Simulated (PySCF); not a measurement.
# How the numerical set-up moves the result for GaF⁻

The method stays; parts of the set-up, such as the basis or the Hamiltonian, are changed.

Computed with PySCF 2.14.0. Level: each script names its method and basis.

2 further runs of the same task are left out: 2 that didn't finish.

## 1. The system as given

GaF⁻: 2 atoms, charge -1, spin multiplicity 2.

Bond lengths: Ga1–F2 1.920 Å.

## 2. Base script

Input file input.py:

```python
from pyscf import gto, scf, mp

mol = gto.M(
    atom='Ga 0 0 0; F 0 0 1.92',
    basis='x2c-svpall',
    charge=-1,
    spin=1,
    verbose=4,
)
mf = scf.UHF(mol)
mf = mf.sfx2c1e()
mf.kernel()
mp.MP2(mf, frozen=10).kernel()
mf.dip_moment()
print('orbital energies (hartree):', [e[max(0, n-3):n+3].round(4) for e, n in zip(mf.mo_energy, mol.nelec)])
```

Started as:

```
> OMP_NUM_THREADS=1 python input.py
```

The log of this run is left out.

In short: E(SCF) = -2041.322759 Eh, 12 cycles, E(MP2) − E(SCF) = -0.38447 Eh, ⟨S²⟩ = 0.764.

The bond length is a typed value, not an optimised one. The dipole of an ion depends on the origin.

## 3. Jorge-dzp (X2C off)

Edit 1 changes basis set: x2c-svpall → jorge-dzp; spin-free X2C: on → off.

Input file input.py:

```python
from pyscf import gto, scf, mp

mol = gto.M(
    atom='Ga 0 0 0; F 0 0 1.92',
    basis='jorge-dzp',
    charge=-1,
    spin=1,
    verbose=4,
)
mf = scf.UHF(mol)
mf.kernel()
mp.MP2(mf, frozen=10).kernel()
mf.dip_moment()
print('orbital energies (hartree):', [e[max(0, n-3):n+3].round(4) for e, n in zip(mf.mo_energy, mol.nelec)])
```

Started as:

```
> OMP_NUM_THREADS=1 python input.py
```

## 4. Density fitting cc-pvdz-jkfit

Edit 2 changes density fitting: none → cc-pvdz-jkfit.

Changes to input.py since step 2:

```diff
@@ -11,2 +11,3 @@
 mf = mf.sfx2c1e()
+mf = mf.density_fit(auxbasis='cc-pvdz-jkfit')
 mf.kernel()
```

## 5. Spin-free X2C off

Edit 3 changes spin-free X2C: on → off.

Changes to input.py since step 2:

```diff
@@ -10,3 +10,2 @@
 mf = scf.UHF(mol)
-mf = mf.sfx2c1e()
 mf.kernel()
```

## 6. 6-31g (X2C off)

Edit 4 changes basis set: x2c-svpall → 6-31g; spin-free X2C: on → off.

Changes to input.py since step 2:

```diff
@@ -4,3 +4,3 @@
     atom='Ga 0 0 0; F 0 0 1.92',
-    basis='x2c-svpall',
+    basis='6-31g',
     charge=-1,
@@ -10,3 +10,2 @@
 mf = scf.UHF(mol)
-mf = mf.sfx2c1e()
 mf.kernel()
```

What does the calculation give? Wanted: for each run, E(SCF); from base; gap, α spin; after the SCF.

The runs gave:

```csv
run,E(SCF) (hartree),from base (eV),cycles,"gap, α spin (eV)",functions,after the SCF
base,-2041.322759,0,12,6.26,46,"MP2 correlation -10.462 eV, core frozen"
jorge-dzp (X2C off),-2022.655261,not comparable,12,6.49,58,"MP2 correlation -13.472 eV, core frozen"
density fitting cc-pvdz-jkfit,-2040.842669,+13.0639,12,6.28,46,"MP2 correlation -10.918 eV, core frozen"
spin-free X2C off (poor choice),-2015.249130,not comparable,12,6.27,46,"MP2 correlation -10.422 eV, core frozen"
6-31g (X2C off),-2022.370660,not comparable,11,5.40,36,"MP2 correlation -8.614 eV, core frozen"
```

In words: The highest filled level of this anion is positive: the basis lacks diffuse functions or the electron is not bound, so these numbers hang on the basis. Rows marked «poor choice» come from settings spoiled on purpose.
